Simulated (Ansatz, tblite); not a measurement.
# CoF3H6O3−: rung by rung

One table from this session's results is given with a row withheld; the runs are named, their logs left out.

Program: Ansatz 0.2.0, Gaussian basis. Level of theory: as each input shows. These are calculated values, not measurements.

The runs, in order: GFN1-xTB, GFN2-xTB, PBE-D4/def2-TZVPD, r2SCAN-D4/def2-TZVPD, BHLYP-D4/def2-TZVPD, ωB97X-V/def2-TZVPD, HSE06-D4/def2-TZVPD, MP2/def2-SVPD, RPA/def2-SVPD.

1 further run of the same task is left out (set aside as unsound or not needed).

### The geometry

The geometry is that of the quartet, from an earlier relaxation (B3LYP-D4/def2-SVPD).

13 atoms, charge -1, spin multiplicity 4.

Bond lengths: Co1–F2 1.936 Å, Co1–F3 1.922 Å, Co1–F4 1.873 Å, Co1–O5 2.196 Å, O5–H8 0.996 Å, O5–H9 0.966 Å, O6–H10 0.976 Å, O6–H11 0.974 Å, O7–H12 0.985 Å, O7–H13 0.982 Å. Angles: F2–Co1–F3 108.2°, F2–Co1–F4 115.4°, F2–Co1–O5 97.1°, F3–Co1–F4 125.9°, F3–Co1–O5 87.6°, F4–Co1–O5 116.0°, Co1–O5–H8 91.7°, Co1–O5–H9 101.8°, H8–O5–H9 103.8°, H10–O6–H11 101.9°, H12–O7–H13 101.1°.

No spin-orbit coupling is included. The ion is computed in the gas phase, without counter-ions or solvent.

PBE0-D4/def2-TZVPD was run before; its log isn't repeated, and its numbers join the tables.

The first run:

Tight binding, by tblite at 300 K electronic temperature and without a spin-polarisation term:

```python
tblite.interface.Calculator('GFN1-xTB', numbers, positions, charge=-1, uhf=3).singlepoint()
```

Tight binding, by tblite at 300 K electronic temperature and without a spin-polarisation term:

```python
tblite.interface.Calculator('GFN2-xTB', numbers, positions, charge=-1, uhf=3).singlepoint()
```

start.molden holds the orbitals of an earlier run on this state, given as this run's starting guess.

in.yaml

```yaml
crystal:
  periodic: [false, false, false]
  atoms:
    - {symbol: Co, position_ang: [0.284305, 0.736768, 0.016094]}
    - {symbol: F, position_ang: [-0.865467, -0.571766, 0.860541]}
    - {symbol: F, position_ang: [2.102293, 0.341891, 0.500417]}
    - {symbol: F, position_ang: [-0.454423, 2.447470, -0.177922]}
    - {symbol: O, position_ang: [0.637718, -0.375318, -1.844685]}
    - {symbol: O, position_ang: [-2.769204, 1.527687, 1.152007]}
    - {symbol: O, position_ang: [1.130986, -2.178768, 0.102488]}
    - {symbol: H, position_ang: [0.800025, -1.220471, -1.342967]}
    - {symbol: H, position_ang: [1.523983, -0.077448, -2.088110]}
    - {symbol: H, position_ang: [-2.105698, 2.074817, 0.690863]}
    - {symbol: H, position_ang: [-2.322072, 0.663886, 1.194574]}
    - {symbol: H, position_ang: [0.288350, -1.885352, 0.519969]}
    - {symbol: H, position_ang: [1.749215, -1.483396, 0.416720]}
basis:
  gaussian: {orbitals: def2-TZVPD, initial_orbitals: start.molden}
total_charge: -1
magnetization: {spin_polarized: true, initial_magnetization: 3}
hamiltonian: {xc: pbe, dispersion: d4}
scf: {omitted_lower_state_checks: [starts]}
output: {forces: true, orbitals: {seedname: orbitals}}
```

Launch:

```sh
$ ansatz run in.yaml --threads 4 --pin off --events-out ev --progress --plain --max-ram 8704MiB
```

Among the steps run: PBE-D4/def2-TZVPD; r2SCAN-D4/def2-TZVPD; BHLYP-D4/def2-TZVPD; ωB97X-V/def2-TZVPD; HSE06-D4/def2-TZVPD; MP2/def2-SVPD; RPA/def2-SVPD.

One of the session's tables, all rows but one given; the rest of the session is left out.

```
               level  HOMO (eV)  LUMO (eV)  gap (eV)
   PBE-D4/def2-TZVPD      -0.43       0.69      1.12
r2SCAN-D4/def2-TZVPD      -0.91       1.29      2.21
  PBE0-D4/def2-TZVPD      -3.12       2.68      5.80
 HSE06-D4/def2-TZVPD          ?          ?         ?
 BHLYP-D4/def2-TZVPD      -5.63       3.20      8.83
  ωB97X-V/def2-TZVPD      -5.75       4.14      9.89
```

**Question.** Estimate the row for HSE06-D4/def2-TZVPD.

As computed: HOMO (eV): -2.69; LUMO (eV): 2.33; gap (eV): 5.03. In the column «HOMO (eV)» it lies between PBE0-D4/def2-TZVPD (-3.12) and r2SCAN-D4/def2-TZVPD (-0.91).
